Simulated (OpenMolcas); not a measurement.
# One shape, several levels: CH2NOSi (SMILES O=C=N[SiH2])

We compute a comparison of 6 runs (UHF/3-21G, UHF/6-311+G**, UB3LYP/6-31G*, UB3LYP/6-311+G**, UTPSS/6-311+G**, ROMP2/6-311+G**) of CH2NOSi. 

The calculation is run with OpenMolcas 26.06.

## (1) The structure to begin with

The species is CH2NOSi (6 atoms), meant as a doublet with charge 0. SMILES: `O=C=N[SiH2]`. Geometry: relaxed at PBE0-D4/def2-TZVP.

Bond lengths: O1–C2 1.164 Å, C2–N3 1.195 Å, N3–Si4 1.706 Å, Si4–H5 1.486 Å, Si4–H6 1.486 Å. Angles: O1–C2–N3 178.3°, C2–N3–Si4 162.2°, N3–Si4–H5 108.6°, N3–Si4–H6 108.6°, H5–Si4–H6 111.4°.

## (2) Energy and gradient at UHF/3-21G (run 1)

run.input reads:

```
&GATEWAY
BASLIB
$CurrDir
COORD
6
angstrom
O        1.089700      -2.025700       1.610400
C        0.648500      -1.177800       0.945400
N        0.216300      -0.284900       0.279200
Si      -0.683300       0.591600      -0.875300
H        0.261300       1.214200      -1.839100
H       -1.490500       1.618700      -0.166800
BASIS
3-21G
GROUP
NoSym
&SEWARD
&SCF
UHF
SPIN
2
THRESHOLDS
1e-10 1e-07 1e-07 1e-05
PRORBITALS
1 2
&ALASKA
```

The basis set 3-21G is read from a file made from the Basis Set Exchange's data (not shown).

Command:

```console
$ export MOLCAS_MEM=1860
$ pymolcas run.input > run.log
```

Output:

```text
--- Start Module: gateway ---
[...]
--- Stop Module: gateway /rc=_RC_ALL_IS_WELL_ ---
[...]
      Basis functions           44
[...]
--- Start Module: scf ---
[...]
       Convergence after  19 Iterations
[...]
::    Total SCF energy                               -454.8008443539
[...]
      Total spin, S                                     0.5022309710
[...]
      Total electronic charge=   37.000000
      Total            charge=   -0.000000
[...]
      Dipole Moment (debye):
      Origin of the operator (angstrom)=    0.1095   -0.4322    0.2015
                   X= -1.4924E+00               Y=  1.0934E+00               Z= -1.8270E+00           Total=  2.6001E+00
      Quadrupole Moment (debye*angstrom):
[...]
--- Stop Module: scf /rc=_RC_ALL_IS_WELL_ ---
--- Start Module: alaska ---
[...]
 *              Molecular gradients               *
 **************************************************
  Irreducible representation: a
 ------------------------------------------------------------------------------------------
                              X                       Y                       Z
 ------------------------------------------------------------------------------------------
  O1               -3.89049735279290E-03    7.85239766977774E-03   -5.95703302003336E-03
  C2                1.28170065470163E-02   -3.62547688329651E-02    2.20733214188263E-02
  N3               -1.67853093552801E-02    4.35789075754123E-02   -2.79914223264561E-02
  SI4               4.67564636621276E-03   -1.49553399822890E-02    8.52336949561483E-03
  H5                2.20762401615593E-03   -2.43997628070147E-04    1.08536405184623E-03
  H6                9.75529778694195E-04    2.28011981149301E-05    2.26640038018822E-03
 ------------------------------------------------------------------------------------------
--- Stop Module: alaska /rc=_RC_ALL_IS_WELL_ ---
[...]
```

Wall time 1.7 s (1 thread of Intel Xeon 6975P-C (Granite Rapids), shared host); peak memory 0.38 GiB.

## (3) Energy and gradient at UHF/6-311+G(d,p) (run 2)

test.input reads:

```
* CH2NOSi Hartree-Fock

&GATEWAY
  BasLib=$CurrDir
  Coord
  6
  angstrom
  O        1.089700      -2.025700       1.610400
  C        0.648500      -1.177800       0.945400
  N        0.216300      -0.284900       0.279200
  Si      -0.683300       0.591600      -0.875300
  H        0.261300       1.214200      -1.839100
  H       -1.490500       1.618700      -0.166800
  Basis=6-311pGss
  Group=NoSym

&SEWARD

&SCF
  UHF
  Spin=2
  Thresholds=1e-10 1e-07 1e-07 1e-05
  PrOrbitals=1 2

&ALASKA
```

The basis set 6-311+G** is read from a file made from the Basis Set Exchange's data (not shown).

Command:

```console
$ export MOLCAS_MEM=1860
$ pymolcas test.input > test.log
```

Output:

```text
--- Start Module: gateway ---
[...]
--- Stop Module: gateway /rc=_RC_ALL_IS_WELL_ ---
[...]
      Basis functions          108
[...]
--- Start Module: scf ---
[...]
       Convergence after  20 Iterations
[...]
::    Total SCF energy                               -457.3328580167
[...]
      Total spin, S                                     0.5022500071
[...]
      Total electronic charge=   37.000000
      Total            charge=   -0.000000
[...]
      Dipole Moment (debye):
      Origin of the operator (angstrom)=    0.1095   -0.4322    0.2015
                   X= -1.2460E+00               Y=  1.2044E+00               Z= -1.5952E+00           Total=  2.3553E+00
      Quadrupole Moment (debye*angstrom):
[...]
--- Stop Module: scf /rc=_RC_ALL_IS_WELL_ ---
[...]
--- Start Module: alaska ---
[...]
 *              Molecular gradients               *
 **************************************************
  Irreducible representation: a
 ------------------------------------------------------------------------------------------
                              X                       Y                       Z
 ------------------------------------------------------------------------------------------
  O1                1.66852618985960E-02   -3.13469275793565E-02    2.49733184901064E-02
  C2               -4.35876519560832E-03    3.36318294021387E-03   -5.37599363211549E-03
  N3               -1.55523613528386E-02    3.26050472039006E-02   -2.40894168695580E-02
  SI4               2.12629053149183E-03   -9.45424608284640E-03    4.55195831061772E-03
  H5                3.33921528112358E-03    1.78156238443128E-03   -2.69275968493732E-03
  H6               -2.23964116278630E-03    3.05138113373582E-03    2.63289338587547E-03
 ------------------------------------------------------------------------------------------
--- Stop Module: alaska /rc=_RC_ALL_IS_WELL_ ---
[...]
```

Wall time 15 s (1 thread of Intel Xeon 6975P-C (Granite Rapids), shared host); peak memory 0.63 GiB.

Runs 3 to 4 aren't shown in full; the table further down has their settings and results.

## (4) The energy at UTPSS/6-311+G(d,p) (run 5)

run.inp reads:

```
&GATEWAY
  BasLib = $CurrDir
  Coord
  6
  angstrom
  O        1.089700      -2.025700       1.610400
  C        0.648500      -1.177800       0.945400
  N        0.216300      -0.284900       0.279200
  Si      -0.683300       0.591600      -0.875300
  H        0.261300       1.214200      -1.839100
  H       -1.490500       1.618700      -0.166800
  Basis = 6-311pGss
  Group = NoSym

&SEWARD
  GridInput
  Grid=UltraFine
  End of Grid

&SCF
  UHF
  Spin = 2
  KSDFT = 2
  1.0 MGGA_X_TPSS
  1.0 MGGA_C_TPSS
  Thresholds = 1e-10 1e-07 1e-07 1e-05
  PrOrbitals = 1
```

The basis set 6-311+G** is read from a file made from the Basis Set Exchange's data (not shown).

Command:

```console
$ export MOLCAS_MEM=1860
$ pymolcas run.inp > run.log
```

Output:

```text
--- Start Module: gateway ---
[...]
--- Stop Module: gateway /rc=_RC_ALL_IS_WELL_ ---
--- Start Module: seward ---
[...]
      Basis functions          108
--- Stop Module: seward /rc=_RC_ALL_IS_WELL_ ---
[...]
--- Start Module: scf ---
[...]
       Convergence after  18 Iterations
[...]
::    Total KS-DFT energy                            -458.8700534128
[...]
      Total spin, S                                     0.5009555131
[...]
      Dipole Moment (debye):
      Origin of the operator (angstrom)=    0.1095   -0.4322    0.2015
                   X= -9.1987E-01               Y=  1.0583E+00               Z= -1.2186E+00           Total=  1.8577E+00
      Quadrupole Moment (debye*angstrom):
[...]
--- Stop Module: scf /rc=_RC_ALL_IS_WELL_ ---
[...]
```

Run time: 51 s. Hardware: 1 thread of Intel Xeon 6975P-C (Granite Rapids), shared host; peak memory 0.63 GiB.

## (5) The energy at ROMP2/6-311+G(d,p) (run 6)

calc.inp reads:

```
* CH2NOSi ROMP2

&gateway
  baslib = $CurrDir
  coord
  6
  angstrom
  O        1.089700      -2.025700       1.610400
  C        0.648500      -1.177800       0.945400
  N        0.216300      -0.284900       0.279200
  Si      -0.683300       0.591600      -0.875300
  H        0.261300       1.214200      -1.839100
  H       -1.490500       1.618700      -0.166800
  basis = 6-311pGss
  group = NoSym

&seward

&scf
  uhf
  spin = 2
  thresholds = 1e-10 1e-07 1e-07 1e-05
  prorbitals = 1 1

&rasscf
  fileorb = $Project.UnaOrb
  spin = 2
  nactel = 1 0 0
  inactive = 18
  ras2 = 1
  outorbitals = Canonical
  orblisting = Nothing

&caspt2
  ipea = 0.0
  frozen = 8
```

The basis set 6-311+G** is read from a file made from the Basis Set Exchange's data (not shown).

Command:

```console
$ export MOLCAS_MEM=1860
$ pymolcas calc.inp > calc.log
```

Output:

```text
--- Start Module: gateway ---
[...]
--- Stop Module: gateway /rc=_RC_ALL_IS_WELL_ ---
[...]
      Basis functions          108
[...]
       Convergence after  20 Iterations
[...]
::    Total SCF energy                               -457.3328580167
[...]
      Total spin, S                                     0.5022500071
[...]
--- Start Module: rasscf ---
[...]
      Number of active orbitals                  1
[...]
      Spin quantum number                      0.5
[...]
      Active orbitals                            1
[...]
      Number of CSFs                             1
[...]
      Number of root(s) required                 1
[...]
      Convergence after  7 iterations
[...]
      printout of CI-coefficients larger than  0.05 for root  1
      energy=    -457.331517
      conf/sym  1     Coeff  Weight
             1  u   1.00000 1.00000
      Natural orbitals and occupation numbers for root  1
      sym 1:   1.000000
      ************************************************************************************************************************
      *                                                    Final results                                                     *
[...]
::    RASSCF root number  1 Total energy:   -457.33151656
[...]
      Total electronic charge=   37.000000
      Total            charge=   -0.000000
[...]
      Dipole Moment (debye):
      Origin of the operator (angstrom)=    0.1095   -0.4322    0.2015
                   X= -1.2407E+00               Y=  1.2013E+00               Z= -1.5888E+00           Total=  2.3466E+00
      Quadrupole Moment (debye*angstrom):
[...]
--- Stop Module: rasscf /rc=_RC_ALL_IS_WELL_ ---
[...]
--- Start Module: caspt2 ---
[...]
 ###    WARNING: User changed nr of frozen orbitals.                         ###
 ###############################################################################
[...]
      E2 (Variational):          -0.5739110032
      Total energy:            -457.9054275659
[...]
      Reference weight:           0.84153
[...]
::    CASPT2 Root  1     Total energy:   -457.90542757
[...]
--- Stop Module: caspt2 /rc=_RC_ALL_IS_WELL_ ---
[...]
```

Wall time 22 s (1 thread of Intel Xeon 6975P-C (Granite Rapids), shared host); peak memory 0.63 GiB.

## (6) All runs side by side

```tsv
run	level	Cartesian functions	integration grid	energy (Eh)	dipole moment (D)	HOMO energy (eV)	LUMO energy (eV)	wall time
1	UHF/3-21G	no	–	-454.800844	2.60	-9.00	0.75	1.7 s
2	UHF/6-311+G**	no	–	-457.332858	2.36	-9.28	0.52	15 s
3	UB3LYP/6-31G* (Cartesian functions)	yes	UltraFine	-458.758580	1.80	-5.97	-3.07	20 s
4	UB3LYP/6-311+G**	no	UltraFine	-458.841067	2.04	-6.17	-3.28	42 s
5	UTPSS/6-311+G**	no	UltraFine	-458.870053	1.86	-5.49	-3.67	51 s
6	ROMP2/6-311+G**	no	–	-457.905428	–	–	–	22 s
```

## (7) What came out

| quantity | value |
| --- | --- |
| run 6: total energy | -457.90543 Eh |

Over runs 1, 2, 3, 4, 5 the dipole moment (its size) runs from 1.80 D (UB3LYP/6-31G*) to 2.60 D (UHF/3-21G). The two ends differ in method and basis. Totals of different functionals can't be ranked against each other. All runs together took 2.5 min, the longest 51 s.
